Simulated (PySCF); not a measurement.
# Pb(SiH3)2: other functionals and bases at one geometry

The task here is to estimate one member of a computed series from the others.

Method: several levels, as the steps say, no spin–orbit coupling; program: PySCF 2.14.0.

2 further runs of the same task are left out: 2 for a known fault of the program.

**The starting structure**

9 atoms, charge 0, spin multiplicity 1.

Bond lengths: Pb1–Si2 2.736 Å, Pb1–Si6 2.736 Å, Si2–H3 1.500 Å, Si2–H4 1.500 Å, Si2–H5 1.503 Å, Si6–H7 1.500 Å, Si6–H8 1.500 Å, Si6–H9 1.503 Å. Angles: Si2–Pb1–Si6 84.5°, Pb1–Si2–H3 113.8°, Pb1–Si2–H4 114.5°, Pb1–Si2–H5 106.3°, H3–Si2–H4 107.6°, H3–Si2–H5 107.1°, H4–Si2–H5 107.0°, Pb1–Si6–H7 113.8°, Pb1–Si6–H8 114.5°, Pb1–Si6–H9 106.3°, H7–Si6–H8 107.6°, H7–Si6–H9 107.1°, H8–Si6–H9 107.0°.

Geometry (Å):

```xyz
9

Pb    0.0000    0.0000   -0.4801
Si    1.8383    0.0495    1.5459
H     1.4726   -0.8156    2.7157
H     3.2326   -0.3155    1.1309
H     1.8832    1.4685    2.0410
Si   -1.8383   -0.0495    1.5459
H    -1.4726    0.8156    2.7157
H    -3.2326    0.3155    1.1309
H    -1.8832   -1.4685    2.0410
```

Formal oxidation states: Pb +2. An earlier session relaxed this geometry at PBE0, Pb def2-SVP with ECP60, Si def2-SVP, H def2-SVP (singlet, point group C2).

At PBE0 on the finer grid: E = -775.004041 Eh, HOMO -6.45 eV, LUMO -3.23 eV, Mulliken charge on Pb1 +0.25 e, largest force component 0.009 eV/Å. 

Levels to run: r2SCAN; HF; M06-L; PBE; PBE0, TZVP; PBE0, x2c-SVP. Hardware: 2 threads of Arm Neoverse V2, shared host.

Set-up of the first run:

File run.py (the lines that set the calculation):

```python
mol = gto.M(atom='''
Pb     0.00000     0.00000    -0.48013
Si     1.83828     0.04955     1.54593
H      1.47260    -0.81556     2.71566
H      3.23257    -0.31551     1.13092
H      1.88318     1.46847     2.04105
Si    -1.83828    -0.04955     1.54593
H     -1.47260     0.81556     2.71566
H     -3.23257     0.31551     1.13092
H     -1.88318    -1.46847     2.04105''',
    basis={'Pb': 'def2-SVP', 'Si': 'def2-SVP', 'H': 'def2-SVP'},
    ecp={'Pb': 'def2-SVP'},
    charge=0, spin=0)
mf = dft.RKS(mol, xc='R2SCAN')
mf.grids.atom_grid = (75, 302)
mf = mf.density_fit()  # fitting sets: Pb def2-universal-JKFIT, Si def2-universal-JKFIT, H def2-universal-JKFIT
mf.conv_tol = 1e-08; mf.max_cycle = 55
mf.kernel(dm0)  # dm0: the density of the relaxed state
```

Run with:

```console
OMP_NUM_THREADS=2 python run.py
```

Among the steps run: r2SCAN; HF; M06-L; PBE; PBE0, TZVP; PBE0, x2c-SVP.

One table of the session follows, with a row left open; its other results are not shown here.

| level | HOMO (eV) | gap (eV) | charge on Pb1 (e) | dipole (D) | largest force component (eV/Å) |
| --- | --- | --- | --- | --- | --- |
| PBE0 (relaxed here) | -6.45 | 3.23 | 0.25 | 2.11 | 0.01 |
| r2SCAN | ? | ? | ? | ? | ? |
| HF | -8.26 | 7.82 | 0.19 | 1.97 | 0.43 |
| M06-L | -5.64 | 1.98 | 0.36 | 2.47 | 0.30 |
| PBE | -5.56 | 1.63 | 0.24 | 2.03 | 0.20 |
| PBE0, TZVP | -6.45 | 3.22 | 0.33 | 2.15 | 0.17 |
| PBE0, x2c-SVP | -6.49 | 3.24 | 0.26 | 2.09 | 0.62 |

Estimate the missing values for r2SCAN.

The run gave: HOMO (eV): -5.79; gap (eV): 1.97; charge on Pb1 (e): 0.26; dipole (D): 2.05; largest force component (eV/Å): 0.04. In the column «HOMO (eV)» it lies between PBE0, TZVP (-6.45) and M06-L (-5.64).

In one basis the HOMO–LUMO gap runs from 1.63 eV (PBE) to 7.82 eV (HF). The largest leftover force, 0.62 eV/Å with PBE0, x2c-SVP, stands at a geometry relaxed at another level. Total energies of different levels can't be compared.
